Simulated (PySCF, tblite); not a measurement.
# C₂₀H₁₂BN: electronic excitations, NMR shifts

What do calculations give for the electronic excitations, NMR shifts of C₂₀H₁₂BN (`B1C=Cc2c3c4c(ccc5ccc6cccc2c6c54)C=CN13`)?

Programs: tblite 0.8.0 and PySCF 2.14.0, with routines of our own; each step states its level. All values are computed. Atoms count from 0.

## 1. The starting structure

34 atoms, charge 0, multiplicity 1; geometry from: force field, distance geometry or constructed start.

## 2. Relaxing the molecule with GFN2-xTB

Job settings and geometry (Å):

```
{"job": {"kind": "relax", "xc": "GFN2-xTB", "basis": "xTB"}, "charge": 0, "multiplicity": 1}
B      0.974400    -1.638000    -3.465400
C     -0.377800    -0.985300    -3.879900
C     -1.081800    -0.301100    -2.977500
C     -0.655900    -0.099500    -1.556100
C      0.575300    -0.680700    -1.113000
C      1.007300    -0.517500     0.210100
C      2.231600    -1.089700     0.627000
C      2.668600    -0.928000     1.953800
C      1.900500    -0.206800     2.863000
C      0.681500     0.370500     2.465800
C     -0.088200     1.098800     3.376400
C     -1.295800     1.671100     2.981600
C     -1.753400     1.527700     1.669100
C     -2.959800     2.105500     1.275000
C     -3.420400     1.968500    -0.027600
C     -2.678000     1.244500    -0.958700
C     -1.442000     0.642200    -0.615900
C     -0.986000     0.789200     0.720700
C      0.234600     0.217400     1.132600
C      3.056500    -1.861000    -0.319400
C      2.646300    -2.015900    -1.579600
N      1.408600    -1.440500    -2.022900
H      1.623000    -2.246700    -4.229200
H     -0.734900    -1.102800    -4.890900
H     -2.007000     0.119300    -3.349100
H      3.594200    -1.369400     2.282100
H      2.254300    -0.091400     3.880200
H      0.245100     1.227400     4.403500
H     -1.871400     2.232900     3.705300
H     -3.556700     2.670400     1.989200
H     -4.354600     2.416000    -0.319400
H     -3.102900     1.183800    -1.950700
H      3.989400    -2.303100    -0.005300
H      3.267400    -2.590200    -2.263900
```

Command:

```console
$ OMP_NUM_THREADS=1 python large_run.py task.json out
```

This one command runs all jobs of the session in turn.

The program printed:

```text
step      E/eV     max force
  0   -1446.71025    2.533
  1   -1447.08167    1.230
  2   -1447.19800    1.018
  3   -1447.28341    0.775
  4   -1447.33936    0.512
  5   -1447.37328    0.423
  6   -1447.39972    0.349
  7   -1447.41942    0.243
  8   -1447.43071    0.189
  9   -1447.43579    0.205
 10   -1447.43842    0.171
 11   -1447.44094    0.104
 12   -1447.44323    0.089
 13   -1447.44472    0.078
 14   -1447.44537    0.050
 15   -1447.44568    0.042
 16   -1447.44594    0.035
 17   -1447.44621    0.032
 18   -1447.44640    0.022
 19   -1447.44650    0.017
```

Wall time 0.5 s (1 thread of Arm Neoverse V1, shared host); peak memory 0.18 GiB.

Along the way:

```csv
step,energy from step 0 (eV),largest force (eV/Å)
0,0.0000,2.5332
1,-0.3714,1.2302
2,-0.4878,1.0178
3,-0.5732,0.7747
4,-0.6291,0.5118
5,-0.6630,0.4227
6,-0.6895,0.3492
7,-0.7092,0.2429
8,-0.7205,0.1890
9,-0.7255,0.2050
10,-0.7282,0.1712
11,-0.7307,0.1042
12,-0.7330,0.0893
13,-0.7345,0.0788
14,-0.7351,0.0496
15,-0.7354,0.0419
16,-0.7357,0.0343
17,-0.7360,0.0317
18,-0.7361,0.0223
19,-0.7362,0.0179
```

Distances of close pairs at the start and the end, largest changes first:

```csv
bond,before (Å),after (Å),change (Å)
B0–N21,1.519,1.436,-0.083
C2–C3,1.497,1.418,-0.080
C4–N21,1.449,1.382,-0.067
C20–N21,1.435,1.374,-0.061
B0–C1,1.558,1.500,-0.058
C6–C19,1.473,1.426,-0.048
C10–C11,1.393,1.353,-0.040
C1–C2,1.333,1.363,+0.030
```

The final coordinates are the input of the step that follows.

## 3. Infrared spectrum with GFN2-xTB

Job settings and geometry (Å):

```
{"job": {"kind": "ir", "xc": "GFN2-xTB", "basis": "xTB"}, "charge": 0, "multiplicity": 1}
B      0.979047    -1.621489    -3.402299
C     -0.321333    -1.002895    -3.822490
C     -1.052732    -0.298081    -2.913518
C     -0.633123    -0.122554    -1.570875
C      0.579221    -0.691144    -1.149553
C      1.024140    -0.529288     0.197706
C      2.239349    -1.096085     0.629570
C      2.666239    -0.931116     1.953245
C      1.908915    -0.217375     2.843177
C      0.692778     0.361916     2.451015
C     -0.100246     1.103948     3.367459
C     -1.271745     1.659483     2.980685
C     -1.750076     1.521465     1.646988
C     -2.958796     2.095760     1.249459
C     -3.395977     1.945568    -0.047608
C     -2.650862     1.228991    -0.969572
C     -1.435620     0.633259    -0.628431
C     -0.983392     0.786877     0.707053
C      0.242293     0.207881     1.119212
C      2.997208    -1.830959    -0.328705
C      2.538523    -1.957028    -1.586359
N      1.357874    -1.414384    -2.032678
H      1.694669    -2.246144    -4.087787
H     -0.719500    -1.086033    -4.825766
H     -1.988350     0.146648    -3.219962
H      3.602359    -1.376795     2.256684
H      2.239599    -0.090887     3.863731
H      0.258392     1.212138     4.381106
H     -1.874017     2.223568     3.678778
H     -3.541426     2.655074     1.966471
H     -4.331169     2.389932    -0.356516
H     -3.043200     1.144574    -1.969739
H      3.932978    -2.280156    -0.036659
H      3.089911    -2.506916    -2.332998
```

The program printed:

```text
mode    cm-1     km/mol
  1      40.1      0.20
  2      77.0      0.09
  3     117.7      0.01
  4     136.6      0.57
  5     173.4      1.59
  6     235.1      0.76
  7     260.1      0.37
  8     282.8      0.20
  9     294.2      0.26
 10     352.9      0.56
 11     362.0      0.23
 12     372.0      0.28
 13     402.7      0.28
 14     403.1      0.26
 15     441.3      0.04
 16     449.1      0.37
 17     468.1      0.11
 18     478.7      1.72
 19     497.4      0.82
 20     502.9      0.40
 21     536.5      0.15
 22     540.7      0.09
 23     552.7      0.29
 24     580.5      0.19
 25     601.0      1.04
 26     610.9      1.21
 27     674.2      2.75
 28     676.7      0.23
 29     689.2      0.74
 30     711.8      5.94
 31     727.6     22.20
 32     730.7      1.19
 33     755.2      0.55
 34     758.5      1.96
 35     775.3     19.67
 36     805.7      1.40
 37     827.4      1.72
 38     827.9     36.32
 39     830.6     11.62
 40     850.2     36.51
 41     873.0      2.13
 42     894.1      8.83
 43     899.1      0.14
 44     909.4      0.15
 45     917.5      0.37
 46     921.9      0.30
 47     935.1      7.07
 48     942.6      0.50
 49     984.9     10.64
 50     997.3      1.78
 51    1062.0      1.75
 52    1114.7     15.36
 53    1124.5      4.86
 54    1142.5      5.58
 55    1149.0      3.82
 56    1170.0      8.52
 57    1175.0      1.32
 58    1208.8      4.20
 59    1218.9      0.19
 60    1224.5      1.89
 61    1236.0      1.13
 62    1247.6      2.61
 63    1254.7      2.44
 64    1281.3      1.58
 65    1308.3     31.95
 66    1312.0     12.37
 67    1338.1      4.55
 68    1355.2     38.97
 69    1375.7      5.43
 70    1390.9     15.97
 71    1396.0      3.46
 72    1406.7      3.77
 73    1423.5     15.17
 74    1433.6      3.58
 75    1444.7     27.57
 76    1478.7     32.41
 77    1494.3      4.74
 78    1511.7     50.35
 79    1529.7      4.09
 80    1563.4     47.48
 81    1570.7     47.21
 82    1579.7      2.63
 83    1612.7      1.57
 84    1629.3     43.72
 85    2628.2    289.19
 86    3052.9     70.74
 87    3067.4      7.50
 88    3073.1     35.79
 89    3074.8     11.32
 90    3076.5     34.79
 91    3080.9     43.18
 92    3086.3     96.91
 93    3087.5     86.09
 94    3094.4      4.27
 95    3107.3     55.52
 96    3109.9     35.99
```

Run time: 4.1 s. Hardware: 1 thread of Arm Neoverse V1, shared host; peak memory 0.18 GiB.

The strongest bands and the atoms that carry them (share of the mass-weighted mode):

```csv
cm⁻¹,km/mol,atoms
1512,50.4,"C14 15 %, C2 15 %"
1563,47.5,"C15 13 %, C7 13 %"
1571,47.2,"C2 24 %, C1 21 %"
2628,289.2,H22 92 %
3053,70.7,"H23 81 %, H24 11 %"
3086,96.9,"H29 50 %, H30 20 %"
3088,86.1,"H26 40 %, H25 30 %"
3107,55.5,"H32 57 %, H33 34 %"
```

## 4. Electronic excitations: TDA CAM-B3LYP/def2-SVP

Settings changed since step 3:

```diff
@@ -1,2 +1,2 @@
-{"job": {"kind": "ir", "xc": "GFN2-xTB", "basis": "xTB"}, "charge": 0, "multiplicity": 1}
+{"job": {"kind": "uv", "basis": "def2-SVP", "grid": 1, "kgrid": 0, "vcut": 1.5, "nstates": 6, "ntriplets": 2, "tda": true, "delta": ["ip_vertical"], "pop": true, "xc": "CAM-B3LYP"}, "charge": 0, "multiplicity": 1}
 B      0.979047    -1.621489    -3.402299
```

Level: TDA CAM-B3LYP/def2-SVP, vertical, gas phase, core orbitals frozen in the response, virtual orbitals cut by energy.

The program printed:

```text
start: PBE on a coarse grid of 29385 points
cycle   1  E = -847.0482433601  dE =  3.823e+00  |g| = 7.543e-01  |ddm| = 9.278e+00
cycle   2  E = -846.7490650776  dE =  2.992e-01  |g| = 1.255e+00  |ddm| = 2.861e+00
cycle   3  E = -847.1490694049  dE = -4.000e-01  |g| = 4.869e-01  |ddm| = 2.129e+00
cycle   4  E = -847.2215719317  dE = -7.250e-02  |g| = 9.552e-02  |ddm| = 7.973e-01
cycle   5  E = -847.2226447347  dE = -1.073e-03  |g| = 7.714e-02  |ddm| = 2.549e-01
cycle   6  E = -847.2243988127  dE = -1.754e-03  |g| = 1.868e-02  |ddm| = 1.210e-01
cycle   7  E = -847.2244622702  dE = -6.346e-05  |g| = 1.154e-02  |ddm| = 4.079e-02
cycle   8  E = -847.2245030617  dE = -4.079e-05  |g| = 2.685e-03  |ddm| = 1.837e-02
final grid: 130151 points
cycle   9  E = -847.9715347524  dE = -1.390e-02  |g| = 4.018e-02  |ddm| = 8.002e-01
cycle  10  E = -847.9721275581  dE = -5.928e-04  |g| = 2.661e-02  |ddm| = 1.387e-01
cycle  11  E = -847.9723071858  dE = -1.796e-04  |g| = 1.155e-02  |ddm| = 4.565e-02
cycle  12  E = -847.9723522611  dE = -4.508e-05  |g| = 4.361e-03  |ddm| = 2.304e-02
cycle  13  E = -847.9723593098  dE = -7.049e-06  |g| = 1.324e-03  |ddm| = 7.688e-03
cycle  14  E = -847.9723566206  dE =  2.689e-06  |g| = 6.576e-04  |ddm| = 3.585e-03
cycle  15  E = -847.9723584455  dE = -1.825e-06  |g| = 2.210e-04  |ddm| = 2.135e-03
cycle  16  E = -847.9723601182  dE = -1.673e-06  |g| = 8.221e-05  |ddm| = 6.184e-04
converged SCF energy = -847.9723601182
Vertical ionisation energy (delta-SCF) = 6.7048 eV   <S^2> = 0.804

Static polarisability (au): isotropic 245.506, principal 88.289 312.608 335.621

Singlet excitations
state   eV       nm        f      main configurations
  1   3.5922    345.1   0.26354   H->L 0.82
  2   3.6643    338.4   0.16443   H->L+1 0.77, H-1->L 0.17
  3   4.1529    298.5   0.08582   H->L+2 0.70
  4   4.6308    267.7   0.11588   H->L+3 0.76
  5   4.9567    250.1   0.00595   H-2->L 0.57, H->L+4 0.20
  6   5.1060    242.8   0.61886   H-1->L 0.38, H->L+4 0.14, H->L+2 0.08

Triplet excitations (Tamm-Dancoff, eV): 2.3985 2.8179
```

Run time: 3.4 min. Hardware: 1 thread of Arm Neoverse V1, shared host; peak memory 0.73 GiB.

The orbitals next to the gap, with their largest atomic shares:

```csv
orbital,eV,atoms
HOMO−4,-9.16,"C2 10 %, C11 10 %, C15 9 %"
HOMO−3,-8.81,"C13 15 %, C20 14 %, C16 14 %"
HOMO−2,-8.17,"C10 16 %, C1 15 %, C11 10 %"
HOMO−1,-7.66,"C7 16 %, C14 12 %, C12 8 %"
HOMO,-6.26,"C3 12 %, C13 10 %, C15 10 %"
LUMO,-0.68,"C6 12 %, C8 10 %, C11 10 %"
LUMO+1,-0.36,"C2 13 %, C18 10 %, C7 10 %"
LUMO+2,0.47,"C17 14 %, C14 14 %, C4 13 %"
LUMO+3,0.73,"C20 11 %, B0 8 %, C12 8 %"
```

With each of the 6 states as a Gaussian band of 0.4 eV half-width at 1/e, the curve within the window shown has maxima at 340 nm (ε 18,000), 244 nm (ε 27,000) L/(mol cm). Beyond the last state computed it falls off for lack of states. The curve at chosen wavelengths:

nm, ε (L/mol/cm) and a bar:
```
      229      14456 ################
      236      22759 #########################
      244      26511 ##############################
      251      23746 ###########################
      259      17507 ###################
      266      12582 #############
      273       9287 #########
      281       7349 #######
      288       6850 ######
      296       7359 #######
      303       8647 #########
      310      10591 ###########
      318      13255 ##############
      325      15480 #################
      333      17277 ###################
      340      17834 ####################
      347      17348 ###################
      355      15703 #################
      362      13630 ###############
      370      10967 ###########
      377       8682 #########
      384       6631 ######
      392       4688 ####
      399       3360 ##
      407       2229 #
      414       1522
```

Further results of this job:

```csv
property,computed
dipole moment (D),1.72
polarisability (Å³),36.38
HOMO–LUMO gap (eV),5.58
−ε(HOMO) (eV),6.26
```

## 5. NMR shifts: GIAO KT3/pcSseg-1

Settings changed since step 4:

```diff
@@ -1,2 +1,2 @@
-{"job": {"kind": "uv", "basis": "def2-SVP", "grid": 1, "kgrid": 0, "vcut": 1.5, "nstates": 6, "ntriplets": 2, "tda": true, "delta": ["ip_vertical"], "pop": true, "xc": "CAM-B3LYP"}, "charge": 0, "multiplicity": 1}
+{"job": {"kind": "nmr", "xc": "KT3", "basis": "pcSseg-1", "pop": false}, "charge": 0, "multiplicity": 1}
 B      0.979047    -1.621489    -3.402299
```

With the program's defaults for keys left out, this is: GIAO KT3/pcSseg-1 NMR shielding, non-relativistic, gas phase.

The program printed:

```text
start: PBE on a coarse grid of 29385 points
cycle   1  E = -847.5353585140  dE =  4.018e+00  |g| = 8.078e-01  |ddm| = 8.178e+00
cycle   2  E = -847.2170095014  dE =  3.183e-01  |g| = 1.317e+00  |ddm| = 3.455e+00
cycle   3  E = -847.6417400645  dE = -4.247e-01  |g| = 5.205e-01  |ddm| = 2.369e+00
cycle   4  E = -847.7226440161  dE = -8.090e-02  |g| = 9.767e-02  |ddm| = 8.875e-01
cycle   5  E = -847.7238441533  dE = -1.200e-03  |g| = 7.674e-02  |ddm| = 2.634e-01
cycle   6  E = -847.7255204891  dE = -1.676e-03  |g| = 1.959e-02  |ddm| = 1.170e-01
cycle   7  E = -847.7255885022  dE = -6.801e-05  |g| = 1.208e-02  |ddm| = 4.360e-02
cycle   8  E = -847.7256325363  dE = -4.403e-05  |g| = 2.732e-03  |ddm| = 1.714e-02
final grid: 276185 points
cycle   9  E = -863.0853429403  dE = -5.008e-02  |g| = 4.989e-02  |ddm| = 1.936e+00
cycle  10  E = -863.0835186535  dE =  1.824e-03  |g| = 1.008e-01  |ddm| = 1.587e-01
cycle  11  E = -863.0857959971  dE = -2.277e-03  |g| = 1.989e-02  |ddm| = 1.138e-01
cycle  12  E = -863.0858951023  dE = -9.911e-05  |g| = 9.361e-03  |ddm| = 4.207e-02
cycle  13  E = -863.0859193632  dE = -2.426e-05  |g| = 2.311e-03  |ddm| = 1.490e-02
cycle  14  E = -863.0859212633  dE = -1.900e-06  |g| = 9.048e-04  |ddm| = 4.065e-03
cycle  15  E = -863.0859217135  dE = -4.502e-07  |g| = 4.072e-04  |ddm| = 1.796e-03
cycle  16  E = -863.0859222663  dE = -5.528e-07  |g| = 1.092e-04  |ddm| = 7.131e-04
cycle  17  E = -863.0859213641  dE =  9.022e-07  |g| = 5.042e-05  |ddm| = 4.177e-04
converged SCF energy = -863.0859213641

GIAO shielding tensors (ppm)
atom      isotropic    diamagn.    paramagn.     s11        s22        s33       span
  0 B       74.209     198.739    -124.530     34.611     74.539    113.478     78.867
  1 C       61.307     259.696    -198.389    -53.567     53.605    183.884    237.452
  2 C       53.581     241.123    -187.543    -52.310     41.433    171.619    223.929
  3 C       71.957     258.105    -186.148      4.951     42.261    168.658    163.708
  4 C       57.271     251.923    -194.652     -8.183     27.377    152.618    160.801
  5 C       69.136     254.758    -185.622      1.709     22.809    182.891    181.182
  6 C       62.317     246.647    -184.330     -6.854     11.787    182.019    188.872
  7 C       70.030     250.355    -180.325    -16.316     64.671    161.735    178.052
  8 C       63.775     249.609    -185.834    -24.723     56.042    160.007    184.730
  9 C       63.168     250.627    -187.459     -2.690      8.022    184.172    186.862
 10 C       63.270     248.232    -184.962    -24.161     62.358    151.612    175.773
 11 C       61.857     249.289    -187.432    -25.388     60.512    150.447    175.835
 12 C       59.418     251.126    -191.708    -12.218      8.584    181.888    194.107
 13 C       67.475     246.420    -178.945    -18.286     61.755    158.954    177.240
 14 C       64.254     253.284    -189.031    -35.612     55.536    172.837    208.449
 15 C       73.157     242.996    -169.839    -15.437     59.749    175.160    190.598
 16 C       60.542     247.822    -187.281    -13.170     22.825    171.970    185.140
 17 C       68.708     244.970    -176.262      5.389      9.487    191.250    185.861
 18 C       68.407     239.510    -171.103      6.258     10.968    187.995    181.737
 19 C       73.161     251.546    -178.385    -10.850     81.192    149.142    159.992
 20 C       51.652     247.172    -195.520    -29.314     66.353    117.918    147.232
 21 N       64.495     332.144    -267.649    -54.205      7.128    240.561    294.766
 22 H       25.838      30.399      -4.561     21.719     26.696     29.101      7.382
 23 H       24.002      28.324      -4.323     20.742     23.558     27.706      6.964
 24 H       22.129      37.648     -15.519     14.377     22.789     29.221     14.844
 25 H       23.856      31.827      -7.971     17.941     25.713     27.914      9.972
 26 H       23.575      32.533      -8.958     17.578     25.282     27.865     10.287
 27 H       23.826      32.105      -8.279     18.123     25.433     27.923      9.800
 28 H       23.776      31.815      -8.039     18.065     25.341     27.924      9.859
 29 H       23.802      32.382      -8.580     18.037     25.448     27.923      9.886
 30 H       23.638      28.445      -4.807     18.184     25.763     26.967      8.782
 31 H       22.837      38.025     -15.188     14.549     24.845     29.115     14.566
 32 H       24.646      31.401      -6.755     19.926     25.980     28.032      8.106
 33 H       23.559      28.386      -4.827     17.277     25.363     28.037     10.760
```

It took 61 s on 1 thread of Arm Neoverse V1, shared host; peak memory 0.66 GiB.

The references, computed at this level on geometries of the same kind, shield at (ppm): $^{1}$H TMS 31.76, $^{13}$C TMS 184.7, $^{15}$N NH3 264.4, $^{11}$B BF3·OEt2 100.0. Their shielding less the atom's gives the shift. The references are single molecules in the gas phase, so shifts against H2O, NH3, PH3, H3PO4 or CFCl3 are not on the usual liquid scales and can be off by tens of ppm.

```csv
atoms,environment,σ (ppm),δ (ppm)
C20,alkene carbon bearing nitrogen,51.7,133.1
C2,alkene CH,53.6,131.1
C4,aromatic carbon bearing nitrogen,57.3,127.5
C12,ring-fusion aromatic carbon,59.4,125.3
C16,ring-fusion aromatic carbon,60.5,124.2
C1,alkene CH,61.3,123.4
C11,aromatic CH,61.9,122.9
C6,substituted aromatic carbon,62.3,122.4
C9,ring-fusion aromatic carbon,63.2,121.6
C10,aromatic CH,63.3,121.5
C8,aromatic CH,63.8,120.9
C14,aromatic CH,64.3,120.5
C13,aromatic CH,67.5,117.2
C18,ring-fusion aromatic carbon,68.4,116.3
C17,ring-fusion aromatic carbon,68.7,116.0
C5,ring-fusion aromatic carbon,69.1,115.6
C7,aromatic CH,70.0,114.7
C3,substituted aromatic carbon,72.0,112.8
C15,aromatic CH,73.2,111.6
C19,β carbon of an enol-ether or enamine type C=C,73.2,111.6
H24,hydrogen on an alkene CH,22.13,9.63
H31,hydrogen on an aromatic CH,22.84,8.92
H33,hydrogen on an alkene carbon bearing nitrogen,23.56,8.20
H26,hydrogen on an aromatic CH,23.58,8.18
H30,hydrogen on an aromatic CH,23.64,8.12
H28,hydrogen on an aromatic CH,23.78,7.98
H29,hydrogen on an aromatic CH,23.80,7.96
H27,hydrogen on an aromatic CH,23.83,7.93
H25,hydrogen on an aromatic CH,23.86,7.90
H23,hydrogen on an alkene CH,24.00,7.76
H32,hydrogen on a β carbon of an enol-ether or enamine type C=C,24.65,7.11
H22,"hydrogen on a boron bonded to C, N, in a 6-membered ring",25.84,5.92
B0,"boron bonded to C, N, H, in a 6-membered ring",74.2,25.8
N21,aniline-type nitrogen,64.5,199.9
```

Ring of atoms B0, C1, C2, C3, C4, N21: NICS(0) -6.7, NICS(1) -9.1, NICS(1)zz -22.1 ppm (means of both faces).

Ring of atoms C3, C4, C5, C16, C17, C18: NICS(0) 0.0, NICS(1) -4.2, NICS(1)zz -4.2 ppm (means of both faces).

Ring of atoms C4, C5, C6, C19, C20, N21: NICS(0) 1.3, NICS(1) -2.5, NICS(1)zz -1.7 ppm (means of both faces).

## 6. What came out

| quantity | value |
| --- | --- |
| strongest single infrared mode (GFN2-xTB) | 2628 cm⁻¹, 289 km/mol |
| zero-point energy (GFN2-xTB) | 160.1 kcal/mol |
| lowest singlet (CAM-B3LYP/def2-SVP) | 3.59 eV (345 nm), f = 0.264 |
| brightest single state of those computed | state 6, 5.11 eV, f = 0.619 |
| lowest triplet | 2.40 eV |
| $^{13}$C shifts against TMS (KT3/pcSseg-1) | 133.1, 131.1, 127.5, 125.3, 124.2, 123.4, 122.9, 122.4, 121.6, 121.5, 120.9, 120.5, 117.2, 116.3 ppm and more |
| $^{1}$H shifts against TMS (KT3/pcSseg-1) | 9.63, 8.92, 8.20, 8.18, 8.12, 7.98, 7.96, 7.93, 7.90, 7.76, 7.11, 5.92 ppm |
| $^{11}$B shifts against BF3·OEt2 (KT3/pcSseg-1) | 25.8 ppm |
| $^{15}$N shifts against NH3 (KT3/pcSseg-1) | 199.9 ppm |

All 96 modes are real, so the xTB geometry is a minimum. The strongest single mode, at 2628 cm⁻¹, moves mainly H22. Unscaled tight-binding wavenumbers are off by several per cent, some by more. Its intensities can rank the bands wrongly. The first singlet state (HOMO→LUMO 0.82) lies at 3.59 eV and is bright; of the 6 states computed, the strongest absorption comes from state 6 at 5.11 eV (the last computed, so partners may be missing). The lowest triplet lies 1.19 eV below the lowest singlet. At KT3/pcSseg-1: The widest tensor belongs to N21: span 295 ppm, with a paramagnetic part of -268 ppm. NICS(1)zz of -22 ppm above the planar ring from B0 marks a diatropic (aromatic) ring current.
